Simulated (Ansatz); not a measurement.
# F4H2W: the cost of one run

Program: Ansatz 0.2.0. Level of theory: RKS LDA/def2-SVP. These are calculated values, not measurements.

## Step 1: The starting structure

Bond lengths: W1–F2 1.850 Å, W1–F3 1.850 Å, W1–F4 1.850 Å, W1–H5 1.720 Å, W1–F6 1.850 Å, W1–H7 1.720 Å. Angles (14 of 15 angles, heavy atoms first): F2–W1–F3 90.0°, F2–W1–F4 90.0°, F2–W1–F6 90.0°, F3–W1–F4 90.0°, F3–W1–F6 90.0°, F4–W1–F6 180.0°, F2–W1–H5 90.0°, F2–W1–H7 180.0°, F3–W1–H5 180.0°, F3–W1–H7 90.0°, F4–W1–H5 90.0°, F4–W1–H7 90.0°, H5–W1–F6 90.0°, F6–W1–H7 90.0°.

As a file:

```xyz
7

W     0.0000    0.0000    0.0000
F     0.0000    0.0000    1.8500
F     1.8500    0.0000    0.0000
F     0.0000    1.8500    0.0000
H    -1.7200    0.0000    0.0000
F     0.0000   -1.8500    0.0000
H     0.0000    0.0000   -1.7200
```

## Step 2: Relaxing the start

File input.yaml:

```yaml
crystal:
  periodic: [false, false, false]
  atoms:
    - { symbol: W, position_ang: [0.0, 0.0, 0.0] }
    - { symbol: F, position_ang: [0.0, 0.0, 1.85] }
    - { symbol: F, position_ang: [1.85, 0.0, 0.0] }
    - { symbol: F, position_ang: [0.0, 1.85, 0.0] }
    - { symbol: H, position_ang: [-1.72, 0.0, 0.0] }
    - { symbol: F, position_ang: [0.0, -1.85, 0.0] }
    - { symbol: H, position_ang: [0.0, 0.0, -1.72] }
basis:
  gaussian: { orbitals: def2-SVP }
hamiltonian:
  xc: lda
relax:
  f_tol: 0.02
  max_steps: 40
output:
  orbitals: {}
```

The run is started by

```bash
$ ansatz run input.yaml --threads 2 --pin off --max-ram 3072MiB --backend cpu --events-out ev --progress --plain --runs-dir out
```

Q: Estimate wall time and peak memory on 2 threads of Intel Xeon Platinum 8259CL at 2.50GHz (Skylake/Cascade Lake), shared host.

About 24 s, with a peak of 0.15 GiB.
